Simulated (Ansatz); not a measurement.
**MP2/def2-SVP run of GaHCl2O (SMILES [OH][Ga]([Cl])[Cl])**

What is the energy change on altering one bond length of GaHCl2O at MP2/def2-SVP? 

The calculation is run with Ansatz 0.2.0.

79 further runs of the same task are left out: 79 set aside as unsound or not needed. Runs told in other sessions of the task aren't counted.

## Step 1: The structure to begin with

GaHCl2O: 5 atoms, total charge 0, spin state singlet. As SMILES, `[OH][Ga]([Cl])[Cl]`. Geometry: relaxed at PBE0-D4/def2-TZVP.

Bond lengths: O1–Ga2 1.765 Å, Ga2–Cl3 2.109 Å, Ga2–Cl4 2.123 Å, O1–H5 0.961 Å. Angles: O1–Ga2–Cl3 118.8°, O1–Ga2–Cl4 120.6°, Cl3–Ga2–Cl4 120.6°, Ga2–O1–H5 112.9°.

## Step 2: A single-point energy at MP2/def2-SVP

in.yaml

```yaml
basis:
  gaussian: {orbitals: def2-SVP}
crystal:
  periodic: [false, false, false]
  atoms:
    - symbol: O
      position_ang: [0.254500, 1.354600, 0.245900]
    - symbol: Ga
      position_ang: [0.118500, -0.394500, 0.056800]
    - symbol: Cl
      position_ang: [1.500000, -1.634900, 1.057700]
    - symbol: Cl
      position_ang: [-1.407900, -1.236300, -1.155800]
    - symbol: H
      position_ang: [-0.415200, 1.837400, -0.246000]
correlation: {method: mp2, frozen_orbitals: {Cl: 5, Ga: 9, H: 0, O: 1}}
accuracy: high
```

On the command line:

```bash
$ ansatz run in.yaml --threads 1 --pin off --max-ram 3480MiB --events-out events.jsonl --progress --plain --runs-dir runs
```

Output:

```text
Warning: RAYON_NUM_THREADS=1 ignored (pool sized by the plan → 1); use --threads N
Functional definition: HF
  name "HF"
  exchange = exact_x
  correlation = 0
1675 factors; integrals over basis functions are off by at most 6.0e-9 eV
mean field evaluation 1: about -79379.5238 eV, gradient 3.7e1 eV
mean field evaluation 2: about -79379.5652 eV, gradient 3.7e1 eV
mean field evaluation 4: about -79382.3410 eV, gradient 2.4e0 eV
mean field evaluation 8: about -79382.3620 eV, gradient 1.2e-1 eV
mean field evaluation 16: about -79382.3620 eV, gradient 7.6e-9 eV
mean field -79382.36203523 eV, -2917.2479974972 hartree, gradient 7.6e-9 eV, S^2 0.000000; 0 other end points of the search recorded, 0 dependent functions left out
20 core orbitals not correlated: weight in the atoms' cores, before any rotation towards them, 1.000 or more for the frozen orbitals, at most 0.000 for the correlated occupied ones
reference -79382.36203523 eV, -2917.2479974972 hartree; 17, 17 occupied and 50, 50 virtual orbitals, 1675 factors
second order -17.89430788 eV of doubles, -0.00000000 eV of singles
Total energy: -79400.25634311 eV, -2917.9056011827 hartree
```

It took 2.8 s on 1 thread of Arm Neoverse V2, shared host; peak memory 0.25 GiB.

## Step 3: The distorted shape

run.yaml

```yaml
crystal:
  periodic: [false, false, false]
  atoms:
    - {symbol: O, position_ang: [0.589329, 1.113215, 0.491835]}
    - {symbol: Ga, position_ang: [0.453329, -0.635885, 0.302735]}
    - {symbol: Cl, position_ang: [1.834829, -1.876285, 1.303635]}
    - {symbol: Cl, position_ang: [-1.073071, -1.477685, -0.909865]}
    - {symbol: H, position_ang: [-0.415200, 1.837400, -0.246000]}
basis:
  gaussian:
    orbitals: def2-SVP
magnetization:
  spin_polarized: false
  initial_magnetization: 0
correlation:
  method: mp2
  frozen_orbitals: {Cl: 5, Ga: 9, H: 0, O: 1}
accuracy: high
```

On the command line:

```bash
$ ansatz run run.yaml --threads 1 --pin off --max-ram 3480MiB --events-out events.jsonl --progress --plain --runs-dir runs
```

Output:

```text
Warning: RAYON_NUM_THREADS=1 ignored (pool sized by the plan → 1); use --threads N
[... 4 set-up lines as earlier in the session ...]
1680 factors; integrals over basis functions are off by at most 1.1e-8 eV
mean field evaluation 1: about -79375.7938 eV, gradient 3.9e1 eV
mean field evaluation 2: about -79375.8341 eV, gradient 3.9e1 eV
mean field evaluation 4: about -79379.3840 eV, gradient 2.9e0 eV
mean field evaluation 8: about -79379.4375 eV, gradient 2.0e-1 eV
mean field -79379.43769096 eV, -2917.1405298273 hartree, gradient 4.2e-8 eV, S^2 0.000000; 0 other end points of the search recorded, 0 dependent functions left out; unrestricted orbitals would lower it
mean field evaluation 16: about -79379.4154 eV, gradient 6.4e0 eV
20 core orbitals not correlated: weight in the atoms' cores, before any rotation towards them, 1.000 or more for the frozen orbitals, at most 0.000 for the correlated occupied ones
reference -79379.43769096 eV, -2917.1405298273 hartree; 17, 17 occupied and 50, 50 virtual orbitals, 1680 factors
second order -18.42585810 eV of doubles, -0.00000000 eV of singles
Total energy: -79397.86354906 eV, -2917.8176676230 hartree
```

Wall time 3 s (1 thread of Arm Neoverse V2, shared host); peak memory 0.26 GiB.

## Step 4: Results

At MP2/def2-SVP, 20 core orbitals frozen:

| quantity | value |
| --- | --- |
| first shape: total energy | -2917.90560 Eh |
| first shape: correlation energy (20 core orbitals frozen) | -657.6 mEh |
| distorted shape: total energy | -2917.81767 Eh |
| distorted shape: correlation energy (20 core orbitals frozen) | -677.1 mEh |
| energy change with the O1–H5 bond stretched from 0.961 to 1.442 Å | 2.393 eV |

What this shows: With the O1–H5 bond stretched from 0.961 to 1.442 Å the energy rises by 2.39 eV (231 kJ/mol). The first shape isn't relaxed at this level, so the change isn't measured from a minimum. The restricted solution (distorted shape) is unstable to spin breaking: an unrestricted one lies lower.
